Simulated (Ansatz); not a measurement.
Geometry optimisation, DFT PBE, scalar-relativistic, plane waves, PAW (Ansatz).

input.yaml

```yaml
accuracy: low
crystal:
  lattice:
    - [6.62, 0.0, 0.0]
    - [0.0, 6.62, 0.0]
    - [0.0, 0.0, 6.62]
  atoms:
    - { symbol: Ta, position: [0.0, 0.0, 0.0] }
    - { symbol: Ta, position: [0.5, 0.0, 0.0] }
    - { symbol: Ta, position: [0.0, 0.5, 0.0] }
    - { symbol: Ta, position: [0.0, 0.0, 0.5] }
    - { symbol: Ta, position: [0.25, 0.25, 0.25] }
    - { symbol: Ta, position: [0.5, 0.5, 0.0] }
    - { symbol: Ta, position: [0.5, 0.0, 0.5] }
    - { symbol: Ta, position: [0.75, 0.25, 0.25] }
    - { symbol: Ta, position: [0.0, 0.5, 0.5] }
    - { symbol: Ta, position: [0.25, 0.75, 0.25] }
    - { symbol: Ta, position: [0.25, 0.25, 0.75] }
    - { symbol: Ta, position: [0.5, 0.5, 0.5] }
    - { symbol: Ta, position: [0.75, 0.75, 0.25] }
    - { symbol: Ta, position: [0.75, 0.25, 0.75] }
    - { symbol: Ta, position: [0.25, 0.75, 0.75] }
    - { symbol: Ta, position: [0.75, 0.75, 0.75] }
    - { symbol: Li, position: [0.6312737, 0.2392995, 0.0007087] }
basis:
  ecutwfc: 420.0
kpoints:
  mp_grid: { grid: [2, 2, 2] }
hamiltonian:
  xc: pbe
scf:
  occupations: { method: fermi_dirac, width: 0.05 }
  lower_state_search: "off"
relax:
  f_tol: 0.08
  max_steps: 25
  adjacent_minimum: "off"
output:
  write_density: true
  write_potential: true
  elf: true
  volumetric_format: npy
```

Launched with:

```bash
$ ansatz run input.yaml --threads 2 --pin off --max-ram 5120MiB --backend cpu --events-out ev --progress --plain --runs-dir out
```

**Question.** Where does it end, and by what steps?

**Answer.** The forces met the threshold. Limits of this set-up: coarse k mesh, a small cell, in which the defect meets its images, a typed lattice constant that wasn't relaxed here, low accuracy level. After 4 steps the energy has fallen by 3.313 eV; Ta2 moved furthest, 0.27 Å.

```json
{"step": "0", "energy less start (eV)": "0.0000", "largest force component (eV/Å)": "6.430", "accepted": "yes"}
{"step": "1", "energy less start (eV)": "-2.5122", "largest force component (eV/Å)": "1.837", "accepted": "yes"}
{"step": "2", "energy less start (eV)": "-3.0664", "largest force component (eV/Å)": "1.113", "accepted": "yes"}
{"step": "3", "energy less start (eV)": "-3.3093", "largest force component (eV/Å)": "0.119", "accepted": "yes"}
{"step": "4", "energy less start (eV)": "-3.3130", "largest force component (eV/Å)": "0.014", "accepted": "yes"}
```

```xyz
17
Lattice="6.6200 0.0000 0.0000 0.0000 6.6200 0.0000 0.0000 0.0000 6.6200" Properties=species:S:1:pos:R:3
Ta -0.048 0.013 0.000
Ta 3.166 -0.232 0.000
Ta -0.048 3.289 0.000
Ta 0.064 -0.028 3.310
Ta 1.707 1.651 1.638
Ta 3.167 3.532 0.000
Ta 3.317 -0.026 3.310
Ta 5.113 1.651 1.882
Ta 0.064 3.330 3.310
Ta 1.596 4.961 1.679
Ta 1.708 1.651 4.982
Ta 3.317 3.328 3.310
Ta 4.963 4.961 1.677
Ta 5.113 1.652 4.738
Ta 1.596 4.961 4.942
Ta 4.963 4.961 4.943
Li 4.140 1.649 0.000
```

Whether the end is a true minimum wasn't checked by a vibrational analysis.

Run time: 51 s on 2 threads of Intel(R) Xeon(R) Platinum 8259CL CPU @ 2.50GHz (Skylake/Cascade Lake), on a shared host, peak memory 0.87 GiB.
